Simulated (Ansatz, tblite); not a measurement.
# [InBrH3]- (InH3Br−): removing an electron

The task here is to estimate one member of a computed series from the others.

The runs use Ansatz 0.2.0, Gaussian basis; as each input shows.

Levels to be run: charge 0 doublet, at the geometry of the singlet (PBE0-D4/def2-TZVPD, PBE-D4/def2-TZVPD, r2SCAN-D4/def2-TZVPD, CCSD(T)/def2-TZVPPD); the starting singlet's energies come from earlier runs.

## The relaxed structure

The geometry is that of the singlet, from an earlier relaxation (r2SCAN-D4/def2-TZVPD).

5 atoms, charge -1, spin multiplicity 1.

Atoms are counted from 1 here; the program's logs count them from 0.

Bond lengths: In1–Br2 2.664 Å, In1–H3 1.758 Å, In1–H4 1.758 Å, In1–H5 1.758 Å. Angles: Br2–In1–H3 104.0°, Br2–In1–H4 104.0°, Br2–In1–H5 104.0°, H3–In1–H4 114.4°, H3–In1–H5 114.4°, H4–In1–H5 114.4°.

Geometry (Å):

```xyz
5
BrH3In
In   -0.0014    0.0027   -0.2782
Br    0.0119   -0.0229    2.3852
H     1.7026    0.0119   -0.7108
H    -0.8610    1.4817   -0.6839
H    -0.8522   -1.4733   -0.7123
```

In takes a core potential in the def2 sets. No spin-orbit coupling is included. The ion is computed in the gas phase, without counter-ions or solvent.

Set-up of the first run:

Contents of in.yaml:

```yaml
crystal:
  periodic: [false, false, false]
  atoms:
    - {symbol: In, position_ang: [-0.001392, 0.002672, -0.278172]}
    - {symbol: Br, position_ang: [0.011918, -0.022909, 2.385188]}
    - {symbol: H, position_ang: [1.702621, 0.011914, -0.710819]}
    - {symbol: H, position_ang: [-0.860969, 1.481664, -0.683901]}
    - {symbol: H, position_ang: [-0.852188, -1.473332, -0.712285]}
basis:
  gaussian: {orbitals: def2-SVP}
magnetization: {spin_polarized: true, initial_magnetization: 1}
hamiltonian: {xc: pbe0, dispersion: d4}
output: {orbitals: {seedname: orbitals}}
```

Command:

```console
$ ansatz run in.yaml --threads 4 --pin off --events-out ev --progress --plain --max-ram 3916MiB
```

Steps of the session up to this table: Charge 0 doublet at the fixed geometry, first pass, PBE0-D4/def2-SVP; Charge 0 doublet at the fixed geometry, PBE0-D4/def2-TZVPD; Charge 0 doublet at the fixed geometry, PBE-D4/def2-TZVPD; Charge 0 doublet at the fixed geometry, r2SCAN-D4/def2-TZVPD; Charge 0 doublet at the fixed geometry, CCSD(T)/def2-TZVPPD.

One of the session's tables, all rows but one given; the rest of the session is left out.

It belongs to the step «Vertical ionisation energy». 

| method | vertical ionisation energy (eV) |
| --- | --- |
| HF/def2-TZVPPD | 4.27 |
| PBE-D4/def2-TZVPD | 4.27 |
| r2SCAN-D4/def2-TZVPD | 4.46 |
| PBE0-D4/def2-TZVPD | 4.63 |
| MP2/def2-TZVPPD | ? |
| CCSD/def2-TZVPPD | 4.96 |
| CCSD(T)/def2-TZVPPD | 4.95 |

**Question.** Estimate the row for MP2/def2-TZVPPD.

As computed: vertical ionisation energy (eV): 5.23. In the column «vertical ionisation energy (eV)» it is the highest.
